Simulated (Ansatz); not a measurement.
# CH7AlN2O: one species, many methods

An exercise on one series of results from a longer session: the logs are not shown, and one member is left open.

Method: functionals in def2-TZVPP, the program's frozen cores in correlated methods; program: Ansatz 0.2.0, Gaussian basis.

The runs, in order: LDA (SPW92), PBE-D4, revPBE-D4, BLYP-D4, r2SCAN-D4, B97M-V, PBE0-D4, B3LYP-D4, r2SCANh-D4, r2SCAN0-D4, HSE06-D4, BHLYP-D4, CAM-B3LYP-D4, LC-ωPBE, ωB97X-V, ωB97M-V, B2PLYP, PBE-QIDH; CCSD(T)/def2-SVP; CCSD(T)/def2-TZVPP; MP2/def2-QZVPP; extrapolation to the limit; RPA on PBE.

**The geometry**

All runs share one geometry, relaxed beforehand with PBE0-D4 in a triple-zeta def2 set.

12 atoms, charge 0, spin multiplicity 1.

Atoms are counted from 1 here; the program's logs count them from 0.

Bond lengths: C1–O2 1.391 Å, C1–H6 1.096 Å, C1–H7 1.099 Å, C1–H8 1.096 Å, O2–Al3 1.688 Å, Al3–N4 1.767 Å, Al3–N5 1.763 Å, N4–H9 1.006 Å, N4–H10 1.006 Å, N5–H11 1.005 Å, N5–H12 1.006 Å. Angles: O2–C1–H6 110.3°, O2–C1–H7 113.0°, O2–C1–H8 110.6°, H6–C1–H7 107.5°, H6–C1–H8 107.7°, H7–C1–H8 107.6°, C1–O2–Al3 135.9°, O2–Al3–N4 121.0°, O2–Al3–N5 117.1°, N4–Al3–N5 121.9°, Al3–N4–H9 125.3°, Al3–N4–H10 124.7°, H9–N4–H10 110.0°, Al3–N5–H11 125.8°, Al3–N5–H12 123.7°, H11–N5–H12 110.5°.

The first run:

in.yaml reads:

```yaml
crystal:
  periodic: [false, false, false]
  atoms:
    - {symbol: C, position_ang: [-1.661468, 0.682357, 1.225699]}
    - {symbol: O, position_ang: [-0.913867, -0.328524, 0.629682]}
    - {symbol: Al, position_ang: [0.461469, -0.403889, -0.345243]}
    - {symbol: N, position_ang: [1.292355, 1.067960, -0.861968]}
    - {symbol: N, position_ang: [1.024541, -2.005549, -0.818803]}
    - {symbol: H, position_ang: [-1.743077, 0.509957, 2.305103]}
    - {symbol: H, position_ang: [-1.224566, 1.680443, 1.082633]}
    - {symbol: H, position_ang: [-2.677415, 0.703688, 0.814080]}
    - {symbol: H, position_ang: [2.121728, 1.097637, -1.430480]}
    - {symbol: H, position_ang: [1.000236, 2.002305, -0.630495]}
    - {symbol: H, position_ang: [1.819941, -2.200795, -1.401728]}
    - {symbol: H, position_ang: [0.577224, -2.860590, -0.534682]}
basis:
  gaussian: {orbitals: def2-TZVPP}
hamiltonian: {xc: lda}
output: {orbitals: {seedname: orbitals}}
```

Steps of the session up to this table: LDA; PBE-D4 (GGA); revPBE-D4 (GGA); BLYP-D4 (GGA); r2SCAN-D4 (meta-GGA); B97M-V (meta-GGA); PBE0-D4 (hybrid); B3LYP-D4 (hybrid); r2SCANh-D4 (hybrid); r2SCAN0-D4 (hybrid); HSE06-D4 (hybrid); BHLYP-D4 (hybrid); CAM-B3LYP-D4 (range-separated); LC-ωPBE-D4 (range-separated; the results give it without D4); ωB97X-V (range-separated); ωB97M-V (range-separated); B2PLYP (double hybrid); PBE-QIDH (double hybrid).

One table of the session follows, with a row left open; its other results are not shown here.

It belongs to the step «Frontier levels by functional». 

```
  functional  HOMO (eV)  gap (eV)
 LDA (SPW92)      -5.64      4.80
      PBE-D4      -5.46      4.80
   revPBE-D4      -5.40      4.85
     BLYP-D4          ?         ?
   r2SCAN-D4      -5.76      5.65
      B97M-V      -5.81      5.29
     PBE0-D4      -6.90      7.06
    B3LYP-D4      -6.64      6.49
  r2SCANh-D4      -6.30      6.44
  r2SCAN0-D4      -7.11      7.61
    HSE06-D4      -6.49      6.28
    BHLYP-D4      -8.23      9.05
CAM-B3LYP-D4      -8.34      9.32
     LC-ωPBE      -9.79     12.07
     ωB97X-V      -9.39     11.41
     ωB97M-V      -9.28     10.92
```

**Question.** Estimate the row for BLYP-D4.

Worked estimate for «HOMO (eV)». Against the share of exact exchange, B3LYP-D4 (0.2, -6.64), BHLYP-D4 (0.5, -8.23) give a slope of -5.30 per unit share; at 0 the line stands at -5.58.

The run gave: HOMO (eV): -5.33; gap (eV): 4.70. In «HOMO (eV)» the line misses by -0.25.
